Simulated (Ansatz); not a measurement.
## ScIr2, space group Fd-3m: an equation of state with a fit

Run with the Ansatz DFT code, driven from Python.

`scir2.py`
```python
# -*- coding: utf-8 -*-
"""Energy against volume for ScIr2, with a fit."""

import ansatz as az
import numpy as np
from scipy.optimize import curve_fit

FUNCTIONAL = "pbesol"
CUTOFF = 470
SMEARING = "methfessel_paxton"
SIGMA = 0.05
TOLERANCE = 1e-06
KMESH = (6, 6, 6)

VECTORS = np.array([
    [0.0, 3.674, 3.674],
    [3.674, 0.0, 3.674],
    [3.674, 3.674, 0.0],
])
SITES = [
    ("Sc", (0.0, 0.0, 0.0)),
    ("Sc", (0.25, 0.25, 0.25)),
    ("Ir", (0.625, 0.625, 0.625)),
    ("Ir", (0.125, 0.625, 0.625)),
    ("Ir", (0.625, 0.625, 0.125)),
    ("Ir", (0.625, 0.125, 0.625)),
]


def make_crystal(cell):
    crystal = az.Crystal(lattice=az.Lattice.of(cell))
    for symbol, position in SITES:
        crystal = crystal.atom(symbol, position)
    return crystal

def vinet(v, e0, v0, b0, b1):
    eta = (v / v0) ** (1 / 3)
    return e0 + 2 * b0 * v0 / (b1 - 1) ** 2 * (2 - (5 + 3 * b1 * (eta - 1) - 3 * eta) * np.exp(-1.5 * (b1 - 1) * (eta - 1)))


def main():
    # scale the volume, keep shape and fractions
    volumes, energies, pressures = [], [], []
    for scale in np.linspace(0.9, 1.1, 9):
        cell = VECTORS * scale ** (1 / 3)
        setup = (
            make_crystal(cell).calculation()
            .functional(FUNCTIONAL)
            .basis(CUTOFF, xc_grid=3)
            .occupations(SMEARING, width=SIGMA)
            .scf(tolerance=TOLERANCE)
            .kpoints(*KMESH)
            .stress()
        )
        summary = setup.run(threads=1).report
        volumes.append(abs(np.linalg.det(cell)) / len(SITES))
        energies.append(summary["free_energy_ev"] / len(SITES))
        pressures.append(np.trace(summary["stress_gpa"]) / 3)
        print(f"V = {volumes[-1]:8.4f} A^3/atom  F = {energies[-1]:.5f} eV/atom  P = {pressures[-1]:8.3f} GPa")

    guess = (min(energies), volumes[int(np.argmin(energies))], 0.5, 4.5)
    (e0, v0, b0, b1), _ = curve_fit(vinet, np.array(volumes), np.array(energies), p0=guess, maxfev=20000)
    print(f"Vinet fit: V0 = {v0:.4f} A^3/atom, B0 = {160.21766 * b0:.1f} GPa, B1 = {b1:.2f}")
    print("largest residual", round(1000 * float(np.abs(vinet(np.array(volumes), e0, v0, b0, b1) - energies).max()), 3), "meV/atom")


if __name__ == "__main__":
    main()
```

Output of `python scir2.py`:
```text
DeckWarning: output.stress: scf.convergence.dr2_threshold = 1e-6 eV is looser than the 6e-10 eV advised for a printed stress (1e-10 eV for each atom of the cell: 6). What an SCF threshold leaves in a stress goes as its square root, and in the free energy as the threshold itself, and one threshold admits the most on a small cell: of the crystals measured, under no hybrid functional and no lock of the moments, on runs that ended without the residual-converged pass, on stresses that held no [...]
V =  14.8778 A^3/atom  F = -8570.41368 eV/atom  P =   28.427 GPa
V =  15.2911 A^3/atom  F = -8570.47466 eV/atom  P =   19.076 GPa
V =  15.7043 A^3/atom  F = -8570.51317 eV/atom  P =   10.956 GPa
V =  16.1176 A^3/atom  F = -8570.53212 eV/atom  P =    3.902 GPa
V =  16.5309 A^3/atom  F = -8570.53410 eV/atom  P =   -2.222 GPa
V =  16.9442 A^3/atom  F = -8570.52135 eV/atom  P =   -7.535 GPa
V =  17.3574 A^3/atom  F = -8570.49583 eV/atom  P =  -12.140 GPa
V =  17.7707 A^3/atom  F = -8570.45927 eV/atom  P =  -16.123 GPa
V =  18.1840 A^3/atom  F = -8570.41314 eV/atom  P =  -19.562 GPa
Vinet fit: V0 = 16.3742 A^3/atom, B0 = 238.4 GPa, B1 = 4.62
largest residual 0.009 meV/atom
```
(Warnings from the package without file and line, shortened.)

A third-order Birch-Murnaghan fit through the 9 points (the script's own form differs a little) has its minimum at 16.37 Å³ an atom, 0.9 % below the typed cell, with a bulk modulus of 238 GPa and dB/dP = 4.6. From that minimum the energy rises by 121.5 meV an atom on the compressed side and 122.0 meV on the expanded side.

What to keep in mind:
- The settings weren't tested for convergence.
- Shape and fractional positions are held along the curve, so the bulk modulus is an upper value where they are free to relax.
- The mesh is modest for a metal, so energies can be off by several to tens of meV an atom and pressures by half a GPa or more; differences at equal mesh fare better.
- Pressure is positive in compression.
- Spin-orbit coupling, which matters for elements this heavy, is left out.
- The starting cell is as deposited in a crystallographic database; the results hold for this polymorph, which needn't be the stable one.
- Run time: 40 s on 1 thread of Arm Neoverse V2, with other jobs on the host, peak memory 0.6 GiB.
